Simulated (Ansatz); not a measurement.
# C4H3F9GeO: basis-set convergence

Aim: see how fast density functionals converge with the basis set for C4H3F9GeO.

Program: Ansatz 0.2.0, Gaussian basis. Level of theory: one geometry, several basis sets. These are calculated values, not measurements.

Levels to be run: PBE0-D4/def2-SVP; ωB97M-V/def2-SVP; PBE0-D4/def2-QZVPP; ωB97M-V/def2-QZVPP; the functionals' def2-TZVPP values are taken from earlier runs.

### 1 The geometry

All runs share one geometry, relaxed beforehand with PBE0-D4/def2-TZVP.

SMILES `C[O][Ge]([C](F)(F)F)([C](F)(F)F)[C](F)(F)F`, 18 atoms, charge 0, spin multiplicity 1.

Atoms are counted from 1 here; the program's logs count them from 0.

Bond lengths: C1–O2 1.420 Å, C1–H16 1.094 Å, C1–H17 1.094 Å, C1–H18 1.090 Å, O2–Ge3 1.748 Å, Ge3–C4 2.016 Å, Ge3–C8 2.016 Å, Ge3–C12 2.006 Å, C4–F5 1.336 Å, C4–F6 1.337 Å, C4–F7 1.341 Å, C8–F9 1.341 Å, C8–F10 1.337 Å, C8–F11 1.336 Å, C12–F13 1.337 Å, C12–F14 1.333 Å, C12–F15 1.339 Å. Angles: O2–C1–H16 111.8°, O2–C1–H17 111.7°, O2–C1–H18 106.9°, H16–C1–H17 109.1°, H16–C1–H18 108.7°, H17–C1–H18 108.5°, C1–O2–Ge3 121.9°, O2–Ge3–C4 111.3°, O2–Ge3–C8 111.1°, O2–Ge3–C12 105.6°, C4–Ge3–C8 108.1°, C4–Ge3–C12 110.1°, C8–Ge3–C12 110.5°, Ge3–C4–F5 111.5°, Ge3–C4–F6 111.4°, Ge3–C4–F7 110.9°, F5–C4–F6 107.8°, F5–C4–F7 107.6° and more.

Coordinates:

```mol
C4H3F9GeO
  3D, bonds by distance, orders not assigned

 18 17  0  0  0  0  0  0  0  0999 V2000
   -0.4010   -1.2277    2.1475 C   0  0
    0.5505   -0.4328    1.4548 O   0  0
    0.2405    0.1941   -0.1477 Ge  0  0
   -1.1292    1.6721   -0.1038 C   0  0
   -0.6282    2.7877    0.4348 F   0  0
   -1.5628    1.9715   -1.3330 F   0  0
   -2.1949    1.3137    0.6263 F   0  0
   -0.4385   -1.2540   -1.3758 C   0  0
   -1.7293   -1.5232   -1.1331 F   0  0
    0.2472   -2.3894   -1.2065 F   0  0
   -0.3329   -0.8998   -2.6598 F   0  0
    2.0001    0.9027   -0.8006 C   0  0
    2.8402   -0.0923   -1.1015 F   0  0
    2.5887    1.6734    0.1147 F   0  0
    1.8275    1.6382   -1.9064 F   0  0
   -1.3279   -0.6786    2.3362 H   0  0
   -0.6343   -2.1471    1.6014 H   0  0
    0.0468   -1.4972    3.1044 H   0  0
  1  2  8  0
  2  3  8  0
  3  4  8  0
  4  5  8  0
  4  6  8  0
  4  7  8  0
  3  8  8  0
  8  9  8  0
  8 10  8  0
  8 11  8  0
  3 12  8  0
 12 13  8  0
 12 14  8  0
 12 15  8  0
  1 16  8  0
  1 17  8  0
  1 18  8  0
M  END
```

### 2 PBE0-D4 in def2-SVP

File in.yaml:

```yaml
crystal:
  periodic: [false, false, false]
  atoms:
    - {symbol: C, position_ang: [-0.401011, -1.227737, 2.147465]}
    - {symbol: O, position_ang: [0.550454, -0.432777, 1.454797]}
    - {symbol: Ge, position_ang: [0.240531, 0.194077, -0.147714]}
    - {symbol: C, position_ang: [-1.129200, 1.672144, -0.103849]}
    - {symbol: F, position_ang: [-0.628238, 2.787660, 0.434837]}
    - {symbol: F, position_ang: [-1.562803, 1.971455, -1.332994]}
    - {symbol: F, position_ang: [-2.194940, 1.313741, 0.626331]}
    - {symbol: C, position_ang: [-0.438462, -1.253961, -1.375750]}
    - {symbol: F, position_ang: [-1.729295, -1.523166, -1.133102]}
    - {symbol: F, position_ang: [0.247249, -2.389425, -1.206478]}
    - {symbol: F, position_ang: [-0.332884, -0.899824, -2.659797]}
    - {symbol: C, position_ang: [2.000073, 0.902671, -0.800566]}
    - {symbol: F, position_ang: [2.840213, -0.092263, -1.101518]}
    - {symbol: F, position_ang: [2.588686, 1.673384, 0.114656]}
    - {symbol: F, position_ang: [1.827536, 1.638179, -1.906405]}
    - {symbol: H, position_ang: [-1.327939, -0.678615, 2.336164]}
    - {symbol: H, position_ang: [-0.634256, -2.147074, 1.601420]}
    - {symbol: H, position_ang: [0.046788, -1.497165, 3.104403]}
basis:
  gaussian: {orbitals: def2-SVP}
hamiltonian: {xc: pbe0, dispersion: d4}
output: {orbitals: {seedname: orbitals}}
```

Started as:

```sh
ansatz run in.yaml --threads 11 --pin off --events-out ev --progress --plain --max-ram 174080MiB --backend cpu
```

After this run come: ωB97M-V in def2-SVP; PBE0-D4 in def2-QZVPP; ωB97M-V in def2-QZVPP.

Q: Predict the results of all the runs planned. Wanted: PBE0-D4: double and triple zeta above quadruple; ωB97M-V: double and triple zeta above quadruple.

**Answer**, as computed:

```
                                       quantity           value
PBE0-D4: double and triple zeta above quadruple  46.75, 2.74 eV
ωB97M-V: double and triple zeta above quadruple  47.33, 2.62 eV
```

In words: PBE0-D4 gains 44.01 eV from double to triple zeta, then 2.74 eV more. These are total energies; as a rule much of such shifts cancels in differences, which this series doesn't test.
